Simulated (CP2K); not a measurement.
Runs of CP2K 2026.2 on Ba2Tl5V3O12. It takes space group R-3m (No. 166, trigonal). The conventional cell has a = 8.474 Å, b = 8.474 Å, c = 18.385 Å, α = 90.00°, β = 90.00°, γ = 120.00°. Around Ba (site symmetry -3m) lie 12 O at 3.23 Å. Around Ba (site symmetry -3m) lie 12 O at 3.22 Å. V (site symmetry 2/m) has 4 O at 1.82 Å as nearest neighbours. Tl (site symmetry 2/m) is surrounded by 4 O at 2.36 Å. Around Tl (site symmetry 3m) lie 3 V at 2.80 Å and 6 O at 2.84 Å and 3 Tl at 2.98 Å. O (site symmetry 1) is surrounded by 1 V at 1.82 Å. The cell was built by a generator and needn't be a form met in nature.

```csv
task,level,potentials or basis,k mesh,EPS_DEFAULT,NGRIDS,CUTOFF of the grids,cutoff radius of the dispersion sum (A),points a segment of the path (NPOINTS),gap on the mesh (eV),pressure (GPa),moment (μB),largest force (eV/Å)
single point,PBE+D3(BJ),"GTH_POTENTIALS Ba GTH-PBE-q10, V GTH-PBE-q13, Tl GTH-PBE-q13, O GTH-PBE-q6; DZVP-MOLOPT-SR-GTH basis",3 × 3 × 3,1.0E-9,4,600 Ry,20,-,none,-0.8,1.18,0.10
single point,PBE+D4,"GTH_POTENTIALS Ba GTH-PBE-q10, V GTH-PBE-q13, Tl GTH-PBE-q13, O GTH-PBE-q6; DZVP-MOLOPT-SR-GTH basis",3 × 3 × 3,1.0E-9,4,600 Ry,20,-,none,(a),1.18,0.10
band structure,PBE,"GTH_POTENTIALS Ba GTH-PBE-q10, V GTH-PBE-q13, Tl GTH-PBE-q13, O GTH-PBE-q6; DZVP-MOLOPT-SR-GTH basis",3 × 3 × 3,1.0E-9,4,600 Ry,-,6,none,1.2,1.18,0.09
single point,r2SCAN,"GTH_POTENTIALS Ba GTH-PBE-q10, V GTH-PBE-q13, Tl GTH-PBE-q13, O GTH-PBE-q6; DZVP-MOLOPT-SR-GTH basis",3 × 3 × 3,1.0E-9,4,900 Ry,-,-,none,-2.4,1.22,0.25
single point,LDA,"GTH_POTENTIALS Ba GTH-PBE-q10, V GTH-PBE-q13, Tl GTH-PBE-q13, O GTH-PBE-q6; DZVP-MOLOPT-SR-GTH basis",3 × 3 × 3,1.0E-9,4,900 Ry,-,-,none,-5.4,0.62,(b)
single point,PBEsol,"GTH_POTENTIALS Ba GTH-PBE-q10, V GTH-PBE-q13, Tl GTH-PBE-q13, O GTH-PBE-q6; DZVP-MOLOPT-SR-GTH basis",3 × 3 × 3,1.0E-9,4,900 Ry,-,-,none,-2.7,1.05,0.19
single point,PBE,"GTH_POTENTIALS Ba GTH-PBE-q10, V GTH-PBE-q13, Tl GTH-PBE-q13, O GTH-PBE-q6; DZVP-MOLOPT-SR-GTH basis",3 × 3 × 3,1.0E-9,4,900 Ry,-,-,none,1.2,1.18,0.09
single point,PBE,"POTENTIAL_UZH Ba GTH-PBE-q10, V GTH-PBE-q13, Tl GTH-PBE-q13, O GTH-PBE-q6; DZVP-MOLOPT-PBE-GTH basis",4 × 4 × 4,1.0E-10,5,600 Ry,-,-,none,1.3,(c),0.11
```

Alike in all rows: spin collinear, ferromagnetic start; cell as given; smearing fermi-dirac 0.05 eV.

Problem. Fill in the values left out.

Solution. (a) -0.7; (b) 0.36; (c) 1.12.

Caveats: the basis of atomic orbitals isn't converged, which shifts pressures, moduli and gaps; semilocal functionals often make such compounds metallic where correlation or magnetic order opens a gap, which also shifts bond lengths; the potentials were made for another functional, which shifts forces and pressure (some runs); pairwise dispersion overbinds metals, which lowers pressure and volume (some runs).

A k mesh can miss the band edges, and the runs leave out spin-orbit coupling on Ba, Tl.

A gap of «none» marks a metal or a gap under the smearing width.

Not every run made on this cell is shown here.
